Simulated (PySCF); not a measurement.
# [Bi(NH2)4]−: other functionals and bases at one geometry

Aim: see how levels, charges and forces of [Bi(NH2)4]− depend on the level of theory. The structure is generated, not taken from experiment.

Program: PySCF 2.14.0. Level of theory: several levels, as the steps say, no spin–orbit coupling. These are calculated values, not measurements.

2 further runs of the same task are left out: 2 for a known fault of the program.

### Step 1. Where the work starts

13 atoms, charge -1, spin multiplicity 1.

Bond lengths: Bi1–N2 2.428 Å, Bi1–N5 2.251 Å, Bi1–N8 2.428 Å, Bi1–N11 2.251 Å, N2–H3 1.042 Å, N2–H4 1.042 Å, N5–H6 1.038 Å, N5–H7 1.038 Å, N8–H9 1.042 Å, N8–H10 1.042 Å, N11–H12 1.038 Å, N11–H13 1.038 Å. Angles: N2–Bi1–N5 79.9°, N2–Bi1–N8 144.2°, N2–Bi1–N11 79.9°, N5–Bi1–N8 79.9°, N5–Bi1–N11 110.8°, N8–Bi1–N11 79.9°, Bi1–N2–H3 103.6°, Bi1–N2–H4 103.6°, H3–N2–H4 101.5°, Bi1–N5–H6 99.0°, Bi1–N5–H7 99.0°, H6–N5–H7 104.4°, Bi1–N8–H9 103.6°, Bi1–N8–H10 103.6°, H9–N8–H10 101.5°, Bi1–N11–H12 99.0°, Bi1–N11–H13 99.0°, H12–N11–H13 104.4°.

Geometry (Å):

```xyz
13

Bi    0.82959    0.00000    0.00000
N     0.08234    1.63356    1.63356
H     0.58917    1.36122    2.50187
H     0.58917    2.50187    1.36122
N    -0.44875   -1.31019    1.31019
H    -1.04739   -0.57833    1.73776
H    -1.04739   -1.73776    0.57833
N     0.08234   -1.63356   -1.63356
H     0.58917   -2.50187   -1.36122
H     0.58917   -1.36122   -2.50187
N    -0.44875    1.31019   -1.31019
H    -1.04739    1.73776   -0.57833
H    -1.04739    0.57833   -1.73776
```

Formal oxidation states: Bi +3. An earlier session relaxed this geometry at BP86, Bi def2-SVP with ECP60, N def2-SVP, H def2-SVP (singlet, point group C2v).

At BP86 on the finer grid: E = -438.437986 Eh, HOMO 0.68 eV, LUMO 4.35 eV, Mulliken charge on Bi1 +0.43 e, largest force component 0.007 eV/Å. The highest filled level lies above zero; it isn't the detachment energy.

Levels to run: TPSSh; wB97X; BLYP; TPSS; BP86, TZVP; BP86, x2c-SVP. Hardware: 2 threads of Arm Neoverse V2, shared host.

### Step 2. TPSSh

Input file run.py (the lines that set the calculation):

```python
mol = gto.M(atom='''
Bi     0.82959     0.00000     0.00000
N      0.08234     1.63356     1.63356
H      0.58917     1.36122     2.50187
H      0.58917     2.50187     1.36122
N     -0.44875    -1.31019     1.31019
H     -1.04739    -0.57833     1.73776
H     -1.04739    -1.73776     0.57833
N      0.08234    -1.63356    -1.63356
H      0.58917    -2.50187    -1.36122
H      0.58917    -1.36122    -2.50187
N     -0.44875     1.31019    -1.31019
H     -1.04739     1.73776    -0.57833
H     -1.04739     0.57833    -1.73776''',
    basis={'Bi': 'def2-SVP', 'N': 'def2-SVP', 'H': 'def2-SVP'},
    ecp={'Bi': 'def2-SVP'},
    charge=-1, spin=0)
mf = dft.RKS(mol, xc='TPSSH')
mf.grids.atom_grid = (75, 302)
mf = mf.density_fit()  # fitting sets: Bi def2-universal-JKFIT, N def2-universal-JKFIT, H def2-universal-JKFIT
mf.conv_tol = 1e-08; mf.max_cycle = 55
mf.kernel(dm0)  # dm0: the density of the relaxed state
```

The run is started by

```sh
$ OMP_NUM_THREADS=2 python run.py
```

### Step 3. wB97X

Changes to run.py (the lines that set the calculation) since step 2:

```diff
@@ -17,3 +17,3 @@
     charge=-1, spin=0)
-mf = dft.RKS(mol, xc='TPSSH')
+mf = dft.RKS(mol, xc='WB97X')
 mf.grids.atom_grid = (75, 302)
```

### Step 4. BLYP

Changes to run.py (the lines that set the calculation) since step 3:

```diff
@@ -17,3 +17,3 @@
     charge=-1, spin=0)
-mf = dft.RKS(mol, xc='WB97X')
+mf = dft.RKS(mol, xc='BLYP')
 mf.grids.atom_grid = (75, 302)
```

### Step 5. TPSS

Changes to run.py (the lines that set the calculation) since step 4:

```diff
@@ -17,3 +17,3 @@
     charge=-1, spin=0)
-mf = dft.RKS(mol, xc='BLYP')
+mf = dft.RKS(mol, xc='TPSS')
 mf.grids.atom_grid = (75, 302)
```

### Step 6. BP86, TZVP

Basis: Bi def2-TZVP with ECP60, N def2-TZVP, H def2-TZVP. 

Changes to run.py (the lines that set the calculation) since step 5:

```diff
@@ -14,6 +14,6 @@
 H     -1.04739     0.57833    -1.73776''',
-    basis={'Bi': 'def2-SVP', 'N': 'def2-SVP', 'H': 'def2-SVP'},
-    ecp={'Bi': 'def2-SVP'},
+    basis={'Bi': 'def2-TZVP', 'N': 'def2-TZVP', 'H': 'def2-TZVP'},
+    ecp={'Bi': 'def2-TZVP'},
     charge=-1, spin=0)
-mf = dft.RKS(mol, xc='TPSS')
+mf = dft.RKS(mol, xc='B88,P86')
 mf.grids.atom_grid = (75, 302)
@@ -21,2 +21,2 @@
 mf.conv_tol = 1e-08; mf.max_cycle = 55
-mf.kernel(dm0)  # dm0: the density of the relaxed state
+mf.kernel(dm0)  # dm0: free metal ions and neutral atoms
```

### Step 7. BP86, x2c-SVP

Basis: Bi x2c-SVPall, N x2c-SVPall, H x2c-SVPall. All electrons are treated, with the spin-free X2C Hamiltonian.

Changes to run.py (the lines that set the calculation) since step 6:

```diff
@@ -14,8 +14,9 @@
 H     -1.04739     0.57833    -1.73776''',
-    basis={'Bi': 'def2-TZVP', 'N': 'def2-TZVP', 'H': 'def2-TZVP'},
-    ecp={'Bi': 'def2-TZVP'},
+    basis={'Bi': 'x2c-SVPall', 'N': 'x2c-SVPall', 'H': 'x2c-SVPall'},
+    nucmod='G',
     charge=-1, spin=0)
 mf = dft.RKS(mol, xc='B88,P86')
-mf.grids.atom_grid = (75, 302)
-mf = mf.density_fit()  # fitting sets: Bi def2-universal-JKFIT, N def2-universal-JKFIT, H def2-universal-JKFIT
+mf.grids.atom_grid = (99, 590)
+mf = mf.density_fit()  # fitting sets: Bi AutoAux, N AutoAux, H AutoAux
+mf = mf.sfx2c1e()
 mf.conv_tol = 1e-08; mf.max_cycle = 55
```

Before running it: what results should come out? Wanted: for each run, HOMO; gap; charge on Bi1; dipole; largest force.

As calculated:

| level | state | HOMO (eV) | gap (eV) | charge on Bi1 (e) | dipole (D) | largest force (eV/Å) | basis functions | time |
| --- | --- | --- | --- | --- | --- | --- | --- | --- |
| BP86 (relaxed here) | singlet | 0.68 | 3.67 | 0.43 | 3.67 | 0.01 | 122 | 20 s |
| TPSSh | singlet | 0.24 | 4.60 | 0.53 | 3.86 | 0.35 | 122 | 11 s |
| wB97X | singlet | -2.63 | 9.64 | 0.66 | 4.31 | 1.07 | 122 | 8.8 s |
| BLYP | singlet | 0.96 | 3.60 | 0.44 | 3.73 | 0.38 | 122 | 7.1 s |
| TPSS | singlet | 0.72 | 3.84 | 0.48 | 3.74 | 0.12 | 122 | 11 s |
| BP86, TZVP | singlet | 0.04 | 3.42 | 0.81 | 4.09 | 0.52 | 222 | 22 s |
| BP86, x2c-SVP | singlet | 0.70 | 3.76 | 0.46 | 3.86 | 0.84 | 158 | 43 s |

Times are on 2 threads of Arm Neoverse V2, shared host; the first row also made further properties. The dipole of a charged species depends on the origin, so these sizes hold for this origin alone.

In one basis the HOMO–LUMO gap runs from 3.60 eV (BLYP) to 9.64 eV (wB97X). The largest leftover force, 1.07 eV/Å with wB97X, stands at a geometry relaxed at another level. The Mulliken charge on Bi spans +0.43 to +0.81 e over the levels. Total energies of different levels can't be compared. Spin–orbit coupling is left out throughout.
